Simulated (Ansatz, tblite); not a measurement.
**The cluster LaB6+: one state, many levels**

How do method and basis change the picture of the cluster LaB6+ (singlet)?

The runs use Ansatz 0.2.0, Gaussian basis; as each input shows.

Levels to be run: GFN1-xTB, GFN2-xTB, PBE-D4/def2-TZVP, r2SCAN-D4/def2-TZVP, B3LYP-D4/def2-TZVP, HSE06-D4/def2-TZVP, PBE-D4/def2-SVP, PBE0-D4/def2-SVP, CCSD(T)/def2-TZVPP, MP2/def2-TZVP, RPA/def2-TZVP.

3 further runs of the same task are left out: 3 set aside as unsound or not needed. Runs told in other sessions of the task aren't counted.

**1. The geometry**

The singlet was relaxed beforehand with B3LYP-D4/def2-SVP. At that level it is the lowest of the isomers that a small search found.

7 atoms, charge 1, spin multiplicity 1.

Bond lengths: La1–B3 2.322 Å, La1–B7 2.660 Å, B2–B5 1.578 Å, B2–B6 1.516 Å, B3–B5 1.687 Å, B3–B7 1.590 Å, B4–B5 1.795 Å, B4–B6 1.549 Å, B4–B7 1.627 Å, B5–B7 1.698 Å. Angles: B3–La1–B7 36.4°, B5–B2–B6 112.8°, La1–B3–B5 145.8°, La1–B3–B7 83.4°, B5–B3–B7 62.3°, B5–B4–B6 100.6°, B5–B4–B7 59.3°, B6–B4–B7 159.9°, B2–B5–B3 179.5°, B2–B5–B4 69.0°, B2–B5–B7 124.5°, B3–B5–B4 111.4°, B3–B5–B7 56.0° and more.

La takes a core potential in the def2 sets. No spin-orbit coupling is included. The ion is computed in the gas phase, without counter-ions or solvent.

PBE0-D4/def2-TZVP was run before; its log isn't repeated, and its numbers join the tables.

**2. GFN1-xTB**

Tight binding, by tblite at 300 K electronic temperature and without a spin-polarisation term:

```python
tblite.interface.Calculator('GFN1-xTB', numbers, positions, charge=1, uhf=0).singlepoint()
```

Energy -233.9950 eV, HOMO -13.30 eV, LUMO -12.59 eV; 0.024 s.

**3. GFN2-xTB**

Tight binding, by tblite at 300 K electronic temperature and without a spin-polarisation term:

```python
tblite.interface.Calculator('GFN2-xTB', numbers, positions, charge=1, uhf=0).singlepoint()
```

Energy -214.2668 eV, HOMO -12.89 eV, LUMO -12.75 eV; 0.034 s.

**4. PBE-D4/def2-TZVP**

start.molden holds the orbitals of an earlier run on this state, given as this run's starting guess.

File in.yaml:

```yaml
crystal:
  periodic: [false, false, false]
  atoms:
    - {symbol: La, position_ang: [-3.119463, 1.091021, 0.711802]}
    - {symbol: B, position_ang: [1.611959, -0.810896, -0.908877]}
    - {symbol: B, position_ang: [-1.519649, 0.070138, -0.626709]}
    - {symbol: B, position_ang: [1.035653, 0.068632, 0.697432]}
    - {symbol: B, position_ang: [0.099973, -0.380239, -0.767377]}
    - {symbol: B, position_ang: [2.445388, -0.437181, 0.300893]}
    - {symbol: B, position_ang: [-0.553861, 0.398535, 0.592836]}
basis:
  gaussian: {orbitals: def2-TZVP, initial_orbitals: start.molden}
total_charge: 1
hamiltonian: {xc: pbe, dispersion: d4}
scf: {omitted_lower_state_checks: [starts]}
output: {orbitals: {seedname: orbitals}}
```

Command:

```bash
$ ansatz run in.yaml --threads 4 --pin off --events-out ev --progress --plain --max-ram 4787MiB
```

Log:

```text
Functional definition: PBE
  name "PBE"
  cite "Perdew, Burke & Ernzerhof, Phys. Rev. Lett. 77, 3865 (1996) doi:10.1103/PhysRevLett.77.3865"
  parent pbe
  parameter kappa = 0.804
  parameter beta = 0.06672455060314922
  exchange = pbe_x(kappa = kappa, mu = beta*pi^2/3)
  correlation = pbe_c(beta = beta)
these checks for a lower state are left out or cut short: starts
1332 factors; their error is unknown
mean field evaluation 1: about -4899.4688 eV, gradient 7.7e0 eV
mean field evaluation 2: about -4899.5899 eV, gradient 1.8e-1 eV
mean field evaluation 4: about -4899.5728 eV, gradient 3.0e-3 eV
mean field -4899.57278038 eV, -180.0559786291 hartree, gradient 1.8e-5 eV, S^2 0.000000; 0 other end points of the search recorded, 0 dependent functions left out
reference -4899.57282729 eV, -180.0559803530 hartree; 20, 20 occupied and 206, 206 virtual orbitals, 1332 factors
Total energy: -4899.85511977 eV, -180.0663544105 hartree
Checks for a lower state left out: starts
```

It took 4.3 s on 4 threads of Intel Xeon at 2.50GHz, shared host.

HOMO -8.83 eV, LUMO -7.95 eV.

**5. r2SCAN-D4/def2-TZVP**

Changes to in.yaml since step 4:

```diff
@@ -13,4 +13,4 @@
 total_charge: 1
-hamiltonian: {xc: pbe, dispersion: d4}
+hamiltonian: {xc: r2scan, dispersion: d4}
 scf: {omitted_lower_state_checks: [starts]}
-output: {orbitals: {seedname: orbitals}}
+output: {forces: true, orbitals: {seedname: orbitals}}
```

The command is unchanged.

Log (excerpt; [...] marks lines left out):

```text
Functional definition: r2SCAN
  name "r2SCAN"
  cite "Furness, Kaplan, Ning, Perdew & Sun, J. Phys. Chem. Lett. 11, 8208 (2020) doi:10.1021/acs.jpclett.0c02405"
  cite "Furness, Kaplan, Ning, Perdew & Sun, J. Phys. Chem. Lett. 11, 9248 (2020) doi:10.1021/acs.jpclett.0c03077"
  parent r2scan
[...]
1332 factors; their error is unknown
[...]
mean field -4903.06974354 eV, -180.1844896550 hartree, gradient 2.0e-5 eV, S^2 0.000000; 0 other end points of the search recorded, 0 dependent functions left out
[...]
reference -4903.06975865 eV, -180.1844902102 hartree; 20, 20 occupied and 206, 206 virtual orbitals, 1332 factors
Total energy: -4903.13010444 eV, -180.1867078770 hartree
Atom 0 at    -3.119463     1.091021     0.711802 Å, force     0.195613    -0.093838    -0.088305 eV/Å
Atom 1 at     1.611959    -0.810896    -0.908877 Å, force     0.045557     0.161711     0.349278 eV/Å
Atom 2 at    -1.519649     0.070138    -0.626709 Å, force     0.089979     0.030628     0.106772 eV/Å
Atom 3 at     1.035653     0.068632     0.697432 Å, force    -0.080429    -0.118703    -0.308626 eV/Å
Atom 4 at     0.099973    -0.380239    -0.767377 Å, force    -0.015821     0.142432     0.321930 eV/Å
Atom 5 at     2.445388    -0.437181     0.300893 Å, force    -0.329530    -0.033606    -0.215186 eV/Å
Atom 6 at    -0.553861     0.398535     0.592836 Å, force     0.094631    -0.088623    -0.165863 eV/Å
Dipole moment:    -1.203299     0.597705     0.643024 e Å
Checks for a lower state left out: starts
```

It took 9 s on 4 threads of Intel Xeon at 2.50GHz, shared host.

HOMO -8.84 eV, LUMO -7.75 eV.

**6. B3LYP-D4/def2-TZVP**

Changes to in.yaml since step 5:

```diff
@@ -13,4 +13,4 @@
 total_charge: 1
-hamiltonian: {xc: r2scan, dispersion: d4}
+hamiltonian: {xc: {name: B3LYP}, dispersion: d4}
 scf: {omitted_lower_state_checks: [starts]}
-output: {forces: true, orbitals: {seedname: orbitals}}
+output: {orbitals: {seedname: orbitals}}
```

The command is unchanged.

Log (excerpt; [...] marks lines left out):

```text
Functional definition: B3LYP
  name "B3LYP"
  cite "Stephens, Devlin, Chabalowski & Frisch, J. Phys. Chem. 98, 11623 (1994) doi:10.1021/j100096a001"
  cite "Becke, Phys. Rev. A 38, 3098 (1988) doi:10.1103/PhysRevA.38.3098"
  cite "Lee, Yang & Parr, Phys. Rev. B 37, 785 (1988) doi:10.1103/PhysRevB.37.785"
  cite "Vosko, Wilk & Nusair, Can. J. Phys. 58, 1200 (1980) doi:10.1139/p80-159"
[...]
1361 factors; their error is unknown
[...]
mean field -4905.39344757 eV, -180.2698842031 hartree, gradient 2.6e-5 eV, S^2 0.000000; 0 other end points of the search recorded, 0 dependent functions left out
reference -4905.39371053 eV, -180.2698938665 hartree; 20, 20 occupied and 206, 206 virtual orbitals, 1361 factors
Total energy: -4905.86313237 eV, -180.2871448013 hartree
Checks for a lower state left out: starts
```

Wall time 7 s (4 threads of Intel Xeon at 2.50GHz, shared host).

Report: HOMO -9.20 eV, LUMO -7.36 eV.

**7. HSE06-D4/def2-TZVP**

Changes to in.yaml since step 6:

```diff
@@ -13,3 +13,3 @@
 total_charge: 1
-hamiltonian: {xc: {name: B3LYP}, dispersion: d4}
+hamiltonian: {xc: hse06, dispersion: d4}
 scf: {omitted_lower_state_checks: [starts]}
```

Same command.

Log (excerpt; [...] marks lines left out):

```text
Functional definition: HSE06
  name "HSE06"
  cite "Heyd, Scuseria & Ernzerhof, J. Chem. Phys. 118, 8207 (2003) doi:10.1063/1.1564060"
  cite "Krukau, Vydrov, Izmaylov & Scuseria, J. Chem. Phys. 125, 224106 (2006) doi:10.1063/1.2404663"
  cite "Heyd & Scuseria, J. Chem. Phys. 120, 7274 (2004) doi:10.1063/1.1668634"
  cite "Ernzerhof & Perdew, J. Chem. Phys. 109, 3313 (1998) doi:10.1063/1.476928"
  cite "Perdew, Burke & Ernzerhof, Phys. Rev. Lett. 77, 3865 (1996) doi:10.1103/PhysRevLett.77.3865"
  parent pbe
[...]
  # The whole range is PBE's own exchange, as in plane waves. The composition of these papers is wPBEh.
[...]
1368 factors; their error is unknown
110 factors; integrals over basis functions are off by at most 3.0e-6 eV
[...]
mean field -4899.03909293 eV, -180.0363659772 hartree, gradient 2.6e-5 eV, S^2 0.000000; 0 other end points of the search recorded, 0 dependent functions left out
reference -4899.03913986 eV, -180.0363677020 hartree; 20, 20 occupied and 206, 206 virtual orbitals, 1368 factors
Total energy: -4899.27076244 eV, -180.0448796746 hartree
Checks for a lower state left out: starts
```

Wall time 6.5 s (4 threads of Intel Xeon at 2.50GHz, shared host); peak memory 0.58 GiB.

Report: HOMO -9.07 eV, LUMO -7.55 eV.

**8. PBE-D4/def2-SVP**

Changes to in.yaml since step 7:

```diff
@@ -11,5 +11,5 @@
 basis:
-  gaussian: {orbitals: def2-TZVP, initial_orbitals: start.molden}
+  gaussian: {orbitals: def2-SVP, initial_orbitals: start.molden}
 total_charge: 1
-hamiltonian: {xc: hse06, dispersion: d4}
+hamiltonian: {xc: pbe, dispersion: d4}
 scf: {omitted_lower_state_checks: [starts]}
```

Same command.

Log:

```text
Functional definition: PBE
  name "PBE"
  cite "Perdew, Burke & Ernzerhof, Phys. Rev. Lett. 77, 3865 (1996) doi:10.1103/PhysRevLett.77.3865"
  parent pbe
  parameter kappa = 0.804
  parameter beta = 0.06672455060314922
  exchange = pbe_x(kappa = kappa, mu = beta*pi^2/3)
  correlation = pbe_c(beta = beta)
these checks for a lower state are left out or cut short: starts
1172 factors; their error is unknown
mean field evaluation 1: about -4895.2635 eV, gradient 6.0e0 eV
mean field evaluation 2: about -4895.4098 eV, gradient 1.6e-1 eV
mean field evaluation 4: about -4895.3483 eV, gradient 1.4e-3 eV
mean field -4895.34834192 eV, -179.9007333792 hartree, gradient 1.1e-5 eV, S^2 0.000000; 0 other end points of the search recorded, 0 dependent functions left out
reference -4895.34839300 eV, -179.9007352566 hartree; 20, 20 occupied and 96, 96 virtual orbitals, 1172 factors
Total energy: -4895.63068549 eV, -179.9111093141 hartree
Checks for a lower state left out: starts
```

Wall time 2.4 s (4 threads of Intel Xeon at 2.50GHz, shared host).

HOMO -8.85 eV, LUMO -7.98 eV.

**9. PBE0-D4/def2-SVP**

Changes to in.yaml since step 8:

```diff
@@ -13,3 +13,3 @@
 total_charge: 1
-hamiltonian: {xc: pbe, dispersion: d4}
+hamiltonian: {xc: pbe0, dispersion: d4}
 scf: {omitted_lower_state_checks: [starts]}
```

The command is unchanged.

Log:

```text
Functional definition: PBE0
  name "PBE0"
  cite "Adamo & Barone, J. Chem. Phys. 110, 6158 (1999) doi:10.1063/1.478522"
  cite "Perdew, Burke & Ernzerhof, Phys. Rev. Lett. 77, 3865 (1996) doi:10.1103/PhysRevLett.77.3865"
  parent pbe
  parameter a = 0.25
  parameter kappa = 0.804
  parameter beta = 0.06672455060314922
  exchange = (1 - a)*pbe_x(kappa = kappa, mu = beta*pi^2/3) + a*exact_x
  correlation = pbe_c(beta = beta)
these checks for a lower state are left out or cut short: starts
1247 factors; their error is unknown
mean field evaluation 1: about -4895.0457 eV, gradient 4.0e0 eV
mean field evaluation 2: about -4895.0936 eV, gradient 4.4e-2 eV
mean field evaluation 4: about -4895.1084 eV, gradient 1.3e-4 eV
mean field -4895.10837436 eV, -179.8919147340 hartree, gradient 2.0e-5 eV, S^2 0.000000; 0 other end points of the search recorded, 0 dependent functions left out
reference -4895.10841236 eV, -179.8919161305 hartree; 20, 20 occupied and 96, 96 virtual orbitals, 1247 factors
Total energy: -4895.35058960 eV, -179.9008159801 hartree
Checks for a lower state left out: starts
```

It took 2.8 s on 4 threads of Intel Xeon at 2.50GHz, shared host.

HOMO -9.47 eV, LUMO -7.23 eV.

**10. CCSD(T)/def2-TZVPP**

Changes to in.yaml since step 9:

```diff
@@ -11,5 +11,5 @@
 basis:
-  gaussian: {orbitals: def2-SVP, initial_orbitals: start.molden}
+  gaussian: {orbitals: def2-TZVPP, initial_orbitals: start.molden}
 total_charge: 1
-hamiltonian: {xc: pbe0, dispersion: d4}
+correlation: {method: ccsd_t}
 scf: {omitted_lower_state_checks: [starts]}
```

Same command.

Log (excerpt; [...] marks lines left out):

```text
Functional definition: HF
  name "HF"
  cite "Fock, Z. Phys. 61, 126 (1930) doi:10.1007/BF01340294"
  parent pbe
[...]
1529 factors; integrals over basis functions are off by at most 6.8e-4 eV
[...]
mean field -4865.20529118 eV, -178.7929966962 hartree, gradient 4.5e-6 eV, S^2 0.000000; 1 other end points of the search recorded, 0 dependent functions left out; unrestricted orbitals would lower it
determinant -4865.20529118 eV, -178.7929966962 hartree, with singles and doubles -4887.51273010 eV, -179.6127799562 hartree
determinant -4863.22855484 eV, -178.7203529757 hartree, with singles and doubles -4885.33028509 eV, -179.5325765813 hartree
6 core orbitals not correlated: weight in the atoms' cores, before any rotation towards them, 1.000 or more for the frozen orbitals, at most 0.000 for the correlated occupied ones
reference -4865.20529118 eV, -178.7929966962 hartree; 14, 14 occupied and 222, 222 virtual orbitals, 1529 factors
second order -22.05706309 eV of doubles, -0.00000000 eV of singles
cycle   1  -22.00342116 eV  change   -9.8e-1 eV  update   4.2e-2
[...]
cycle  13  -22.08896059 eV  change    2.5e-5 eV  update   2.6e-5
perturbative correction -1.85834951 eV, -0.0682930848 hartree
Total energy: -4889.15260127 eV, -179.6730441102 hartree
Checks for a lower state left out: starts
```

It took 6.9 min on 4 threads of Intel Xeon at 2.50GHz, shared host; peak memory 2.3 GiB.

Hartree-Fock HOMO -10.47 eV, LUMO -4.39 eV; T1 0.031. Doubts: restricted state is unstable towards broken spin symmetry.

**11. MP2/def2-TZVP**

Changes to in.yaml since step 10:

```diff
@@ -11,5 +11,5 @@
 basis:
-  gaussian: {orbitals: def2-TZVPP, initial_orbitals: start.molden}
+  gaussian: {orbitals: def2-TZVP, initial_orbitals: start.molden}
 total_charge: 1
-correlation: {method: ccsd_t}
+correlation: {method: mp2}
 scf: {omitted_lower_state_checks: [starts]}
```

Same command.

Log (excerpt; [...] marks lines left out):

```text
Functional definition: HF
  name "HF"
  cite "Fock, Z. Phys. 61, 126 (1930) doi:10.1007/BF01340294"
  parent pbe
[...]
1522 factors; integrals over basis functions are off by at most 6.7e-4 eV
[...]
mean field -4865.16880510 eV, -178.7916558575 hartree, gradient 4.1e-6 eV, S^2 0.000000; 0 other end points of the search recorded, 0 dependent functions left out; unrestricted orbitals would lower it
[...]
6 core orbitals not correlated: weight in the atoms' cores, before any rotation towards them, 1.000 or more for the frozen orbitals, at most 0.000 for the correlated occupied ones
reference -4865.16880510 eV, -178.7916558575 hartree; 14, 14 occupied and 206, 206 virtual orbitals, 1522 factors
second order -21.39180789 eV of doubles, -0.00000000 eV of singles
Total energy: -4886.56061299 eV, -179.5777902975 hartree
Checks for a lower state left out: starts
```

It took 9.5 s on 4 threads of Intel Xeon at 2.50GHz, shared host; peak memory 0.58 GiB.

Report: Hartree-Fock HOMO -10.47 eV, LUMO -4.38 eV. Doubts: restricted state is unstable towards broken spin symmetry.

**12. RPA/def2-TZVP**

Changes to in.yaml since step 11:

```diff
@@ -13,4 +13,4 @@
 total_charge: 1
-correlation: {method: mp2}
+hamiltonian: {xc: pbe}
+correlation: {method: rpa}
 scf: {omitted_lower_state_checks: [starts]}
-output: {orbitals: {seedname: orbitals}}
```

Same command.

Log:

```text
Functional definition: PBE
  name "PBE"
  cite "Perdew, Burke & Ernzerhof, Phys. Rev. Lett. 77, 3865 (1996) doi:10.1103/PhysRevLett.77.3865"
  parent pbe
  parameter kappa = 0.804
  parameter beta = 0.06672455060314922
  exchange = pbe_x(kappa = kappa, mu = beta*pi^2/3)
  correlation = pbe_c(beta = beta)
these checks for a lower state are left out or cut short: starts
1522 factors; integrals over basis functions are off by at most 6.7e-4 eV
mean field evaluation 1: about -4899.4533 eV, gradient 7.7e0 eV
mean field evaluation 2: about -4899.5756 eV, gradient 1.8e-1 eV
mean field evaluation 4: about -4899.5728 eV, gradient 2.7e-3 eV
mean field -4899.57275268 eV, -180.0559776113 hartree, gradient 4.2e-6 eV, S^2 0.000000; 0 other end points of the search recorded, 0 dependent functions left out
6 core orbitals not correlated: weight in the atoms' cores, before any rotation towards them, 1.000 or more for the frozen orbitals, at most 0.000 for the correlated occupied ones
reference -4863.43723128 eV, -178.7280216934 hartree; 14, 14 occupied and 206, 206 virtual orbitals, 1522 factors
Total energy: -4897.51363404 eV, -179.9803063969 hartree
Checks for a lower state left out: starts
```

Wall time 9.5 s (4 threads of Intel Xeon at 2.50GHz, shared host); peak memory 0.63 GiB.

**13. Comparison**

| level | functions | HOMO (eV) | LUMO (eV) | gap (eV) | time |
| --- | --- | --- | --- | --- | --- |
| PBE-D4/def2-SVP | 116 | -8.85 | -7.98 | 0.88 | 2.4 s |
| PBE-D4/def2-TZVP | 226 | -8.83 | -7.95 | 0.88 | 4.3 s |
| r2SCAN-D4/def2-TZVP | 226 | -8.84 | -7.75 | 1.09 | 9 s |
| B3LYP-D4/def2-TZVP | 226 | -9.20 | -7.36 | 1.84 | 7 s |
| PBE0-D4/def2-SVP | 116 | -9.47 | -7.23 | 2.24 | 2.8 s |
| PBE0-D4/def2-TZVP | 226 | -9.43 | -7.18 | 2.24 | 6 s |
| HSE06-D4/def2-TZVP | 226 | -9.07 | -7.55 | 1.52 | 6.5 s |

Energy pieces by basis (eV):

| basis | HF | MP2 correlation | CCSD correlation | (T) | total |
| --- | --- | --- | --- | --- | --- |
| def2-TZVPP | -4865.2053 | -22.0571 | -22.0890 | -1.8583 | -4889.1526 |
| def2-TZVP | -4865.1688 | -21.3918 |  |  | -4886.5606 (MP2) |

**14. Results**

| quantity | value |
| --- | --- |
| gap in def2-TZVP, named functionals, smallest and largest | 0.88 eV (PBE-D4), 2.24 eV (PBE0-D4) |
| correlation energy, CCSD(T)/def2-TZVPP | -23.95 eV |
| correlation energy, MP2/def2-TZVP | -21.39 eV |
| PBE0 total energy, smallest basis above largest | 4.20 eV (def2-SVP, def2-TZVP) |

In words: Orbital gaps of the named functionals in def2-TZVP span 0.88 eV (PBE-D4) to 2.24 eV (PBE0-D4); exact exchange widens it. Notes on CCSD(T)/def2-TZVPP and its Hartree-Fock reference, which MP2 shares: restricted state is unstable towards broken spin symmetry.

The slowest run with a step of its own, CCSD(T)/def2-TZVPP, took 6.9 min; the quickest functional in def2-TZVP took 4.3 s (shared host).
